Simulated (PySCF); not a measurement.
# The bond of BrCl+, level by level

What are the lowest state that PBE0 finds, the bond length, vibrational wavenumber and bond energy of BrCl+, and how much do these hang on the method?

The runs use PySCF 2.14.0; Br cc-pVDZ-PP with ECP10, Cl cc-pV(D+d)Z, scalar-relativistic core potentials.

## Step 1: Input

The job is set up so:

```json
{"atoms": "Br, Cl", "charge": "1", "basis": "Br cc-pVDZ-PP with ECP10, Cl cc-pV(D+d)Z", "Hamiltonian": "scalar-relativistic core potentials", "basis functions": "46", "electrons treated": "41", "masses in u": "78.9183, 34.9689", "levels": "PBE0, PBE, r²SCAN, revPBE, BP86, r²SCANh, HF, MP2, SCS-MP2, CCSD, CCSD(T)", "grid": "80 radial by 434 angular points", "occupations": "held fixed by the projection of orbital angular momentum", "dissociation limit": "Br+ + Cl, each in its ground configuration", "starting distance in angstrom": "2.185", "values of 2S to try": "1, 3"}
```

Command:

```console
$ OMP_NUM_THREADS=1 python dia.py task.json out
```

Further steps of the session: The PBE0 curve of the state that the search chose; Excited determinants; PBE (GGA); r²SCAN (meta-GGA); revPBE (GGA); BP86 (GGA); r²SCANh; UHF; Correlated methods on the Hartree–Fock reference.

**Question.** What will these runs give? Wanted: for each run, Re; ωe; De; μ.

The runs gave:

Lowest PBE0 solution found, without spin–orbit coupling: ²Π (doublet), unpaired electrons π ↑. State 2 has its PBE0 minimum 1.71 eV higher. The other levels ran on the lowest alone.

| level | Re (Å) | ωe (cm⁻¹) | De (eV) | μ (D) |
| --- | --- | --- | --- | --- |
| UHF | 2.049 | 489 | 0.74 | -0.43 |
| UHF-CCSD | 2.079 | 488 | 2.17 | n/a |
| UHF-CCSD(T) | 2.087 | 479 | 2.35 | n/a |
| PBE | 2.090 | 475 | 3.58 | 0.54 |
| revPBE | 2.097 | 468 | 3.32 | 0.52 |
| BP86 | 2.097 | 469 | 3.56 | 0.55 |
| r²SCAN | 2.072 | 493 | 3.24 | 0.50 |
| r²SCANh | 2.061 | 507 | 3.07 | 0.46 |
| PBE0 | 2.056 | 516 | 3.08 | 0.42 |

De is counted to Br+ + Cl in their ground configurations. A positive dipole points from Br to Cl; in an ion it is taken about the centre of mass and does not tell which atom is negative. No constants: UHF-MP2 (the points don't follow one smooth fit); UHF-SCS-MP2 (the points don't follow one smooth fit).

Bond lengths run from 2.049 Å (UHF) to 2.097 Å (BP86). Among the levels with a De in the table, it runs from 0.74 eV (UHF) to 3.58 eV (PBE).

Correlated steps freeze 9 core orbitals. T1 is 0.030 near the minimum (highest on the curve 0.058), which may point to more than one leading configuration.
